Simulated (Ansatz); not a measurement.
# PtWSe4: the cost of one run

Program: Ansatz 0.2.0. Level of theory: DFT PBE, scalar-relativistic, plane waves, PAW. These are calculated values, not measurements.

## 1. The structure to begin with

Symmetry: I-42m, No. 121, tetragonal system. Conventional cell: a = 5.893 Å, b = 5.893 Å, c = 8.041 Å, α = 90.00°, β = 90.00°, γ = 90.00°. Pt (site symmetry -42m) is surrounded by 8 Se at 2.94 to 3.31 Å. W (site symmetry -42m) is surrounded by 4 Se at 1.74 Å. Se (site symmetry m) has 1 W at 1.74 Å as nearest neighbours.

Structure file:

```cif
data_structure
_symmetry_space_group_name_H-M 'I-42m'
_symmetry_Int_Tables_number 121
_cell_length_a 5.8925
_cell_length_b 5.8925
_cell_length_c 8.0412
_cell_angle_alpha 90.000
_cell_angle_beta 90.000
_cell_angle_gamma 90.000
_cell_volume 279.20
loop_
_atom_site_label
_atom_site_type_symbol
_atom_site_symmetry_multiplicity
_atom_site_Wyckoff_symbol
_atom_site_fract_x
_atom_site_fract_y
_atom_site_fract_z
_atom_site_occupancy
Pt1 Pt 2 b 0.00000 0.00000 0.50000 1
W1 W 2 a 0.00000 0.00000 0.00000 1
Se1 Se 8 i 0.33133 0.33133 0.37324 1
```

Recipe of the guess: species swapped into a database cell of AgClO4 (I-42m, No. 121), with Pt on the Ag sites, W on the Cl sites and Se on the O sites. The dimensions are guesses.

## 2. Probe: one point on a coarse mesh

input.yaml

```yaml
crystal:
  lattice:
    - [-2.9462542, 2.9462542, 4.02059625]
    - [2.9462542, -2.9462542, 4.02059625]
    - [2.9462542, 2.9462542, -4.02059625]
  atoms:
    - { symbol: Pt, position: [0.5, 0.5, 0.0] }
    - { symbol: W, position: [0.0, 0.0, 0.0] }
    - { symbol: Se, position: [0.70457226, 0.70457226, 0.6626581] }
    - { symbol: Se, position: [0.95808583, 0.29542774, 0.0] }
    - { symbol: Se, position: [0.04191417, 0.04191417, 0.3373419] }
    - { symbol: Se, position: [0.29542774, 0.95808583, 0.0] }
basis:
  ecutwfc: 420
kpoints:
  mp_grid: { grid: [4, 4, 4] }
hamiltonian:
  xc: pbe
scf:
  occupations: { method: gaussian, width: 0.1 }
  lower_state_search: "off"
output:
  forces: true
  stress: true
  eigenvalues: true
```

The run is started by

```console
ansatz run input.yaml --threads 1 --pin off --max-ram 2560MiB --backend cpu --events-out ev --progress --plain --runs-dir out
```

What time and memory should one allow on 1 thread of Intel Xeon at 2.50GHz (Skylake/Cascade Lake), shared host?

About 16 s, with a peak of 0.44 GiB.
